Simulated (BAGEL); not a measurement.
# UHF/6-31G(d) (density fitting with qzvpp-jkfit, spherical functions) run of C2H5OSi (SMILES CC(=O)[SiH2])

What is the vertical doublet–quartet gap of C2H5OSi at UHF/6-31G* (density fitting with qzvpp-jkfit, spherical functions)? 

Program for the calculation: BAGEL 1.2.2.

1 further run of the same task is left out (set aside as unsound or not needed). Runs told in other sessions of the task aren't counted.

**1. The molecule**

C2H5OSi: 9 atoms, total charge 0, spin state doublet. As SMILES, `CC(=O)[SiH2]`. The coordinates come from a GFN2-xTB relaxation.

Bond lengths: C1–C2 1.514 Å, C2–O3 1.231 Å, C2–Si4 1.855 Å, C1–H5 1.088 Å, C1–H6 1.088 Å, C1–H7 1.090 Å, Si4–H8 1.446 Å, Si4–H9 1.452 Å. Some angles: C1–C2–O3 121.9°, C1–C2–Si4 118.9°, O3–C2–Si4 119.1°, C2–C1–H5 109.8°, C2–C1–H6 111.1°, C2–C1–H7 109.1°, C2–Si4–H8 119.3°, C2–Si4–H9 120.9°, H5–C1–H6 110.1°, H5–C1–H7 108.4°.

**2. The energy at UHF/6-31G(d) (density fitting with qzvpp-jkfit, spherical functions)**

The input, calc.json:

```json
{ "bagel" : [

{
  "title" : "molecule",
  "basis" : "6-31gs.json",
  "df_basis" : "qzvpp-jkfit",
  "angstrom" : "true",
  "geometry" : [
    { "atom" : "C", "xyz" : [       0.264190,       1.116850,      -0.605690 ] },
    { "atom" : "C", "xyz" : [       0.468470,      -0.353170,      -0.307400 ] },
    { "atom" : "O", "xyz" : [       1.314870,      -1.025350,      -0.895990 ] },
    { "atom" : "Si", "xyz" : [      -0.607490,      -1.169030,       0.964310 ] },
    { "atom" : "H", "xyz" : [       1.141240,       1.515700,      -1.110480 ] },
    { "atom" : "H", "xyz" : [       0.071200,       1.677800,       0.305860 ] },
    { "atom" : "H", "xyz" : [      -0.594800,       1.229830,      -1.266360 ] },
    { "atom" : "H", "xyz" : [      -0.450200,      -2.583040,       1.222310 ] },
    { "atom" : "H", "xyz" : [      -1.607480,      -0.409600,       1.693440 ] }
  ]
},

{ "title" : "uhf", "nopen" : 1 },

{ "title" : "print", "file" : "orbitals.molden", "orbitals" : "true" }

]}
```

The basis set 6-31G* is read from a file made from the Basis Set Exchange's data (not shown).

Command:

```
$ BAGEL_NUM_THREADS=1 BAGEL calc.json > calc.out
```

The log of the run:

```text
* using 1 threads per process

  ===============================================================
  ===============================================================

  *** Geometry ***

  { "atom" : "C", "xyz" : [      0.499247,      2.110541,     -1.144588 ] },
  { "atom" : "C", "xyz" : [      0.885280,     -0.667395,     -0.580902 ] },
  { "atom" : "O", "xyz" : [      2.484744,     -1.937631,     -1.693176 ] },
  { "atom" : "Si", "xyz" : [     -1.147990,     -2.209147,      1.822282 ] },
  { "atom" : "H", "xyz" : [      2.156631,      2.864258,     -2.098503 ] },
  { "atom" : "H", "xyz" : [      0.134549,      3.170582,      0.577992 ] },
  { "atom" : "H", "xyz" : [     -1.124009,      2.324042,     -2.393074 ] },
  { "atom" : "H", "xyz" : [     -0.850755,     -4.881238,      2.309831 ] },
  { "atom" : "H", "xyz" : [     -3.037697,     -0.774032,      3.200138 ] },

  Number of auxiliary basis functions:      445

  Since a DF basis is specified, we compute 2- and 3-index integrals:
    o Being stored without compression. Storage requirement is 0.017 GB

  Number of basis functions:       70
  Number of electrons      :       39

    * METHOD: MOLECULE                             0.20

  *** Open-shell HF ***

  === Nuclear Repulsion ===
   147.8856221928

      * DIIS with orbital gradients will be used.

  === UHF iteration (6-31gs.json) ===
      0       -442.05480689          0.04613297           0.08
      1       -442.15438513          0.04422752           0.08
      2       -442.22831053          0.03520179           0.08
      3       -442.34813404          0.00279497           0.08
      4       -442.35239031          0.00155717           0.08
      5       -442.35412853          0.00076057           0.08
      6       -442.35530289          0.00037464           0.08
      7       -442.35582799          0.00024613           0.08
      8       -442.35615983          0.00019669           0.08
      9       -442.35657943          0.00017343           0.08
     10       -442.35721181          0.00013323           0.08
     11       -442.35744465          0.00011568           0.08
     12       -442.35744746          0.00004628           0.08
     13       -442.35744894          0.00001755           0.08
     14       -442.35745022          0.00001003           0.08
     15       -442.35745084          0.00000406           0.08
     16       -442.35745089          0.00000096           0.08
     17       -442.35745091          0.00000065           0.08
     18       -442.35745091          0.00000030           0.08
     19       -442.35745091          0.00000024           0.08
     20       -442.35745091          0.00000018           0.08
     21       -442.35745091          0.00000011           0.08
     22       -442.35745091          0.00000006           0.08
     23       -442.35745091          0.00000005           0.08
     24       -442.35745091          0.00000004           0.08
     25       -442.35745091          0.00000003           0.08
     26       -442.35745091          0.00000002           0.08
     27       -442.35745091          0.00000001           0.08
     28       -442.35745091          0.00000001           0.08
    * SCF iteration converged.

    * S^2 (UHF) is 0.8778

    * Permanent dipole moment:
           (    0.757490,    -0.625964,    -0.481073) a.u.

    * METHOD: UHF                                  2.48

    * METHOD: PRINT                                0.01

  ===============================================================
```

It took 2.8 s on 1 thread of Arm Neoverse V1, shared host; peak memory 0.094 GiB.

**3. The quartet**

The input, input.json:

```json
{ "bagel" : [

{
  "title" : "molecule",
  "basis" : "6-31gs.json",
  "df_basis" : "qzvpp-jkfit",
  "angstrom" : true,
  "geometry" : [
    { "atom" : "C", "xyz" : [    0.264190,    1.116850,   -0.605690 ] },
    { "atom" : "C", "xyz" : [    0.468470,   -0.353170,   -0.307400 ] },
    { "atom" : "O", "xyz" : [    1.314870,   -1.025350,   -0.895990 ] },
    { "atom" : "Si", "xyz" : [   -0.607490,   -1.169030,    0.964310 ] },
    { "atom" : "H", "xyz" : [    1.141240,    1.515700,   -1.110480 ] },
    { "atom" : "H", "xyz" : [    0.071200,    1.677800,    0.305860 ] },
    { "atom" : "H", "xyz" : [   -0.594800,    1.229830,   -1.266360 ] },
    { "atom" : "H", "xyz" : [   -0.450200,   -2.583040,    1.222310 ] },
    { "atom" : "H", "xyz" : [   -1.607480,   -0.409600,    1.693440 ] }
  ]
},
{
  "title" : "uhf",
  "nopen" : 3
},
{
  "title" : "print",
  "file" : "orbitals.molden",
  "orbitals" : true
}

]}
```

The basis set 6-31G* is read from a file made from the Basis Set Exchange's data (not shown).

Command:

```
$ BAGEL_NUM_THREADS=1 BAGEL input.json > input.out
```

The log of the run:

```text
* using 1 threads per process

  ===============================================================
  ===============================================================

  *** Geometry ***

  { "atom" : "C", "xyz" : [      0.499247,      2.110541,     -1.144588 ] },
  { "atom" : "C", "xyz" : [      0.885280,     -0.667395,     -0.580902 ] },
  { "atom" : "O", "xyz" : [      2.484744,     -1.937631,     -1.693176 ] },
  { "atom" : "Si", "xyz" : [     -1.147990,     -2.209147,      1.822282 ] },
  { "atom" : "H", "xyz" : [      2.156631,      2.864258,     -2.098503 ] },
  { "atom" : "H", "xyz" : [      0.134549,      3.170582,      0.577992 ] },
  { "atom" : "H", "xyz" : [     -1.124009,      2.324042,     -2.393074 ] },
  { "atom" : "H", "xyz" : [     -0.850755,     -4.881238,      2.309831 ] },
  { "atom" : "H", "xyz" : [     -3.037697,     -0.774032,      3.200138 ] },

  Number of auxiliary basis functions:      445

  Since a DF basis is specified, we compute 2- and 3-index integrals:
    o Being stored without compression. Storage requirement is 0.017 GB

  Number of basis functions:       70
  Number of electrons      :       39

    * METHOD: MOLECULE                             0.19

  *** Open-shell HF ***

  === Nuclear Repulsion ===
   147.8856221928

      * DIIS with orbital gradients will be used.

  === UHF iteration (6-31gs.json) ===
      0       -441.96796736          0.04072953           0.08
      1       -442.09609008          0.03558290           0.08
      2       -442.15558318          0.02697656           0.08
      3       -442.23275266          0.00407229           0.08
      4       -442.24246364          0.00288004           0.08
      5       -442.24906825          0.00160954           0.08
      6       -442.25150143          0.00050725           0.08
      7       -442.25161213          0.00023271           0.08
      8       -442.25166434          0.00015825           0.08
      9       -442.25169006          0.00006325           0.08
     10       -442.25169437          0.00002550           0.08
     11       -442.25169500          0.00001574           0.08
     12       -442.25169527          0.00000978           0.08
     13       -442.25169541          0.00000451           0.08
     14       -442.25169543          0.00000313           0.08
     15       -442.25169544          0.00000253           0.08
     16       -442.25169544          0.00000202           0.08
     17       -442.25169545          0.00000130           0.08
     18       -442.25169545          0.00000079           0.08
     19       -442.25169546          0.00000047           0.08
     20       -442.25169546          0.00000028           0.08
     21       -442.25169546          0.00000017           0.08
     22       -442.25169546          0.00000009           0.08
     23       -442.25169546          0.00000005           0.08
     24       -442.25169546          0.00000003           0.08
     25       -442.25169546          0.00000002           0.08
     26       -442.25169546          0.00000002           0.08
     27       -442.25169546          0.00000001           0.08
     28       -442.25169546          0.00000001           0.08
    * SCF iteration converged.

    * S^2 (UHF) is 3.7836

    * Permanent dipole moment:
           (    0.268622,    -0.530563,    -0.078123) a.u.

    * METHOD: UHF                                  2.45

    * METHOD: PRINT                                0.01

  ===============================================================
```

Run time: 2.8 s. Hardware: 1 thread of Arm Neoverse V1, shared host; peak memory 0.094 GiB.

**4. Summary of results**

At UHF/6-31G* (density fitting with qzvpp-jkfit, spherical functions):

| quantity | value |
| --- | --- |
| doublet: total energy | -442.35745 Eh |
| doublet: dipole moment | 2.78 D |
| doublet: ⟨S²⟩ | 0.878 |
| quartet: total energy | -442.25170 Eh |
| quartet: dipole moment | 1.52 D |
| quartet: ⟨S²⟩ | 3.784 |
| vertical energy of the quartet above the doublet | 2.878 eV |

At this shape the quartet lies 2.88 eV (278 kJ/mol) above the doublet. ⟨S²⟩ (doublet) is 0.88 where a pure doublet has 0.75: the reference is spin-contaminated.
